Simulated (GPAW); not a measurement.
Here is a GPAW 26.7.0 calculation.

Contents of run.py:

```python
import numpy as np
from ase import Atoms
from ase.dft.bandgap import bandgap
from ase.io import write
from ase.units import GPa
from gpaw import GPAW, PW
from gpaw.spinorbit import soc_eigenstates

atoms = Atoms(['Mo', 'Mo', 'S', 'S', 'S', 'S'],
              cell=[[3.161, 0.0, 0.0],
                    [-1.5805, 2.7375063014, 0.0],
                    [0.0, 0.0, 12.295]],
              scaled_positions=[[0.3333333333, 0.6666666667, 0.25],
                                [0.6666666667, 0.3333333333, 0.75],
                                [0.3333333333, 0.6666666667, 0.6275],
                                [0.6666666667, 0.3333333333, 0.1275],
                                [0.3333333333, 0.6666666667, 0.8725],
                                [0.6666666667, 0.3333333333, 0.3725]],
              pbc=True)

calc = GPAW(mode=PW(600),
            xc='LDA',
            kpts={'size': (6, 6, 2), 'gamma': True},
            occupations={'name': 'fermi-dirac', 'width': 0.05},
            nbands=46,
            convergence={'density': 1e-05, 'energy': 1e-05},
            maxiter=150,
            txt='gpaw.txt')
atoms.calc = calc
energy = atoms.get_potential_energy()
forces = atoms.get_forces()
stress = atoms.get_stress()
calc.write('gs.gpw')
write('result.traj', atoms)
print(f'Energy: {energy:.6f} eV')
print('Forces (eV/A):')
print(forces.round(4))
print('Stress (GPa):', (stress / GPa).round(3))
print('Fermi level:', round(calc.get_fermi_level(), 4), 'eV')
print(f'Gap: {bandgap(calc)[0]:.4f} eV, direct: {bandgap(calc, direct=True)[0]:.4f} eV')

path = atoms.cell.bandpath('GMKGALHA,LM,KH', npoints=80, eps=1e-4)
bs_calc = calc.fixed_density(kpts=path, symmetry='off', nbands=69,
                             convergence={'bands': 'CBM+6.0', 'eigenstates': 1e-6}, txt='bands.txt')
bs = bs_calc.band_structure()
bs.write('bs.json')
print(f'Gap on the path: {bandgap(bs_calc)[0]:.4f} eV')

soc = soc_eigenstates(bs_calc, theta=0, phi=0)
np.savetxt('soc_bands.dat', soc.eigenvalues(), fmt='%.4f')
mesh = soc_eigenstates('gs.gpw', theta=0, phi=0)
np.savetxt('soc_mesh.dat', mesh.eigenvalues(), fmt='%.4f')
print('Fermi level with spin-orbit coupling:', round(mesh.fermi_level, 4), 'eV')
```

Potentials or basis: the program's PAW data sets (release 1.2.1) made for this functional, pw.

Launch:

```sh
$ OMP_NUM_THREADS=1 python run.py
```

(1) What does it give for the largest force?

(2) Predict the band gap along the path.

(3) Estimate the band gap on the k mesh.

Results:

(1) 0.695 eV/Å.

(2) 0.66 eV, indirect (least direct gap 1.52 eV).

(3) 0.66 eV, indirect (least direct gap 1.52 eV).

Caveat: spin-orbit coupling was added after a scalar SCF, so levels and gaps hold it while energy, forces, pressure and moments don't; this program's spin-orbit splittings come out too wide for heavy elements.

**Measured values to compare with.**

“Multiwavelength excitation Raman Scattering Analysis of bulk and 2 dimensional MoS2: Vibrational properties of atomically thin MoS2 layers”, 2015, arxiv:1506.03228 reports, for a bulk crystal of MoS2 at 300 K: band gap 1.3 eV (indirect).

Against the measured gap of MoS2, 1.3 eV (indirect; 300 K; “Multiwavelength excitation Raman Scattering Analysis of bulk and 2 dimensional MoS2: Vibrational properties of atomically thin MoS2 layers”, 2015, arxiv:1506.03228), the calculated 0.66 eV is off by -0.64 eV. The value is that of LDA, without temperature or zero-point motion. Semilocal functionals fall short of measured gaps as a rule.
